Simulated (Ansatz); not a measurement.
# CH₄BClFN: up Jacob's ladder to CCSD(T)

An exercise on one series of results from a longer session: the logs are not shown, and one member is left open.

Program: Ansatz 0.2.0, Gaussian basis. Level of theory: functionals in def2-TZVPP, the program's frozen cores in correlated methods. These are calculated values, not measurements.

The runs, in order: LDA (SPW92), PBE-D4, revPBE-D4, BLYP-D4, r2SCAN-D4, B97M-V, PBE0-D4, B3LYP-D4, r2SCANh-D4, r2SCAN0-D4, HSE06-D4, BHLYP-D4, CAM-B3LYP-D4, LC-ωPBE, ωB97X-V, ωB97M-V, B2PLYP, PBE-QIDH; CCSD(T)/def2-SVP; CCSD(T)/def2-TZVPP; MP2/def2-QZVPP; extrapolation to the limit; RPA on PBE.

### Structure used throughout

All runs share one geometry, relaxed beforehand with PBE0-D4 in a triple-zeta def2 set.

9 atoms, charge 0, spin multiplicity 1.

Atoms are counted from 1 here; the program's logs count them from 0.

Bond lengths: N1–B2 1.388 Å, N1–H6 1.006 Å, N1–H7 1.006 Å, B2–Cl3 1.765 Å, B2–C4 1.582 Å, C4–F5 1.383 Å, C4–H8 1.097 Å, C4–H9 1.099 Å. Angles: B2–N1–H6 123.0°, B2–N1–H7 122.6°, H6–N1–H7 114.4°, N1–B2–Cl3 119.1°, N1–B2–C4 120.9°, Cl3–B2–C4 120.0°, B2–C4–F5 113.4°, B2–C4–H8 111.4°, B2–C4–H9 109.3°, F5–C4–H8 107.8°, F5–C4–H9 107.8°, H8–C4–H9 106.9°.

The first run:

in.yaml

```yaml
crystal:
  periodic: [false, false, false]
  atoms:
    - {symbol: N, position_ang: [0.843886, 0.852984, -0.839025]}
    - {symbol: B, position_ang: [0.528660, -0.168831, 0.045357]}
    - {symbol: Cl, position_ang: [1.830089, -1.152720, 0.719783]}
    - {symbol: C, position_ang: [-0.967100, -0.422813, 0.493591]}
    - {symbol: F, position_ang: [-1.188524, -1.704254, 0.965181]}
    - {symbol: H, position_ang: [0.148976, 1.433077, -1.276988]}
    - {symbol: H, position_ang: [1.791013, 1.078532, -1.090799]}
    - {symbol: H, position_ang: [-1.668789, -0.242470, -0.330219]}
    - {symbol: H, position_ang: [-1.229809, 0.280096, 1.296117]}
basis:
  gaussian: {orbitals: def2-TZVPP}
hamiltonian: {xc: lda}
output: {orbitals: {seedname: orbitals}}
```

The run is started by

```bash
$ ansatz run in.yaml --threads 2 --pin off --events-out ev --progress --plain --max-ram 4352MiB
```

Among the steps run: LDA; PBE-D4 (GGA); revPBE-D4 (GGA); BLYP-D4 (GGA); r2SCAN-D4 (meta-GGA); B97M-V (meta-GGA); PBE0-D4 (hybrid); B3LYP-D4 (hybrid); r2SCANh-D4 (hybrid); r2SCAN0-D4 (hybrid); HSE06-D4 (hybrid); BHLYP-D4 (hybrid); CAM-B3LYP-D4 (range-separated); LC-ωPBE (range-separated); ωB97X-V (range-separated); ωB97M-V (range-separated); B2PLYP (double hybrid); PBE-QIDH (double hybrid).

One of the session's tables, all rows but one given; the rest of the session is left out.

It belongs to the step «Frontier levels by functional». 

| functional | HOMO (eV) | gap (eV) |
| --- | --- | --- |
| LDA (SPW92) | -7.20 | 6.11 |
| PBE-D4 | -7.05 | 6.23 |
| revPBE-D4 | -6.99 | 6.27 |
| BLYP-D4 | -6.93 | 6.25 |
| r2SCAN-D4 | -7.38 | 6.90 |
| B97M-V | -7.46 | 7.05 |
| PBE0-D4 | -8.48 | 8.65 |
| B3LYP-D4 | -8.22 | 8.17 |
| r2SCANh-D4 | -7.91 | 7.77 |
| r2SCAN0-D4 | ? | ? |
| HSE06-D4 | -8.07 | 7.86 |
| BHLYP-D4 | -9.77 | 10.85 |
| CAM-B3LYP-D4 | -9.89 | 11.13 |
| LC-ωPBE | -11.31 | 13.81 |
| ωB97X-V | -10.92 | 13.25 |
| ωB97M-V | -10.79 | 12.62 |

Q: Estimate the row for r2SCAN0-D4 from the others.

Worked estimate for «HOMO (eV)». Against the share of exact exchange, r2SCAN-D4 (0, -7.38), r2SCANh-D4 (0.1, -7.91) give a slope of -5.30 per unit share; at 0.25 the line stands at -8.70.

As computed: HOMO (eV): -8.70; gap (eV): 9.08. In «HOMO (eV)» the line misses by 0.00.
